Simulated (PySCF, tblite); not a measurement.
# C3H7Cl4FSi2: geometry, infrared bands and NMR shifts

Aim: predict the infrared bands and NMR shifts of C3H7Cl4FSi2 (`F[C@H]([SiH2]CCl)[SiH2]C(Cl)(Cl)Cl`).

The runs use tblite 0.8.0 and PySCF 2.14.0, with density-fitted response routines of our own; the level of theory stands in each step. All values are computed, except where a source is named. Atoms count from 0, in the outputs and in this text.

**1. The starting structure**

17 atoms, charge 0, multiplicity 1; geometry from: force field or distance geometry start.

Bonds of the start (Å): F0–C1 1.39, C1–Si2 1.88, Si2–C3 1.86, C3–Cl4 1.79, C1–Si5 1.86, Si5–C6 1.86, C6–Cl7 1.77, C6–Cl8 1.79, C6–Cl9 1.78, C1–H10 1.11, Si2–H11 1.46, Si2–H12 1.47, C3–H13 1.11, C3–H14 1.10, Si5–H15 1.47, Si5–H16 1.47.

**2. Relaxing the molecule with GFN2-xTB**

What the job is given:

```
{"job": {"kind": "relax", "xc": "GFN2-xTB", "basis": "xTB"}, "charge": 0, "multiplicity": 1}
F     -0.075100    -1.528700    -1.648400
C     -0.069200    -0.514200    -0.696200
Si     1.638400    -0.594700     0.097100
C      2.311000     1.105500     0.458000
Cl     4.077600     0.998900     0.219100
Si    -1.438200    -0.872800     0.509600
C     -2.521200     0.596800     0.846200
Cl    -1.617800     2.085300     1.179000
Cl    -3.630300     0.183700     2.188300
Cl    -3.555300     0.825200    -0.588000
H     -0.216300     0.432000    -1.253300
H      1.677900    -1.453000     1.275500
H      2.529300    -1.193600    -0.900300
H      2.181600     1.396500     1.523700
H      1.942000     1.861000    -0.247900
H     -2.293600    -1.900300    -0.101900
H     -0.947800    -1.415600     1.779100
```

Command:

```bash
OMP_NUM_THREADS=1 python probes_run.py task.json out
```

One launch serves the whole session: the jobs run in the order shown.

**Question.** This job is followed by: GFN2-xTB harmonic vibrations, gas phase; GIAO PBE0/pcSseg-1 NMR shielding, non-relativistic, gas phase. Predict these results of the whole session: strongest single infrared mode (GFN2-xTB); zero-point energy (GFN2-xTB); 13C shifts against TMS (PBE0/pcSseg-1); 1H shifts against TMS (PBE0/pcSseg-1); 19F shifts against CFCl3 (PBE0/pcSseg-1); 29Si shifts against TMS (PBE0/pcSseg-1); 35Cl shifts against HCl (PBE0/pcSseg-1, means over atoms taken as alike); surface potential, 1st and 99th percentile.

**Answer**, as computed:

| quantity | value |
| --- | --- |
| strongest single infrared mode (GFN2-xTB) | 697 cm⁻¹, 356 km/mol |
| zero-point energy (GFN2-xTB) | 54.8 kcal/mol |
| 13C shifts against TMS (PBE0/pcSseg-1) | 110.5, 79.5, 28.3 ppm |
| 1H shifts against TMS (PBE0/pcSseg-1) | 5.50, 4.82, 4.68, 4.51, 4.36, 3.33, 2.95 ppm |
| 19F shifts against CFCl3 (PBE0/pcSseg-1) | -313.6 ppm |
| 29Si shifts against TMS (PBE0/pcSseg-1) | -14.6, -41.6 ppm |
| 35Cl shifts against HCl (PBE0/pcSseg-1, means over atoms taken as alike) | 433, 21 ppm |
| surface potential, 1st and 99th percentile | -0.70 V and 1.54 V |

**Reading.** The optimisation took 129 steps and gained 0.407 eV; among the close pairs (by a distance rule), Si5–C6 changed most, from 1.856 to 1.944 Å. The lowest mode is slightly imaginary (10i cm⁻¹), a soft motion within the noise of the Hessian, so the minimum is not strictly shown. The strongest single mode, at 697 cm⁻¹, is spread over several atoms, H12, H11, H16, H15 among them. GFN2-xTB is a fitted tight-binding method: band positions and strengths are rough. Its intensities can rank the bands wrongly. C6 stands next to heavy halogen, whose spin-orbit shielding this run leaves out, so the computed shift lies too far downfield, most of all for carbon beside Br or I. H10 (hydrogen on an sp3 CH bonded to F and 2 Si) lies farthest downfield among hydrogen, at 5.50 ppm; its carbon carries F, which withdraws density. At PBE0/pcSseg-1: Shielding is most anisotropic at Cl7, Cl8, Cl9 (span 758 ppm, paramagnetic term -629 ppm). At PBE0/pcSseg-1, counted by nearest atom on the grid, the HOMO lies on Cl4 46 %; C1, C3 about 11 % each, the LUMO on C6 22 %; Cl7, Cl8, Cl9 about 16 % each.
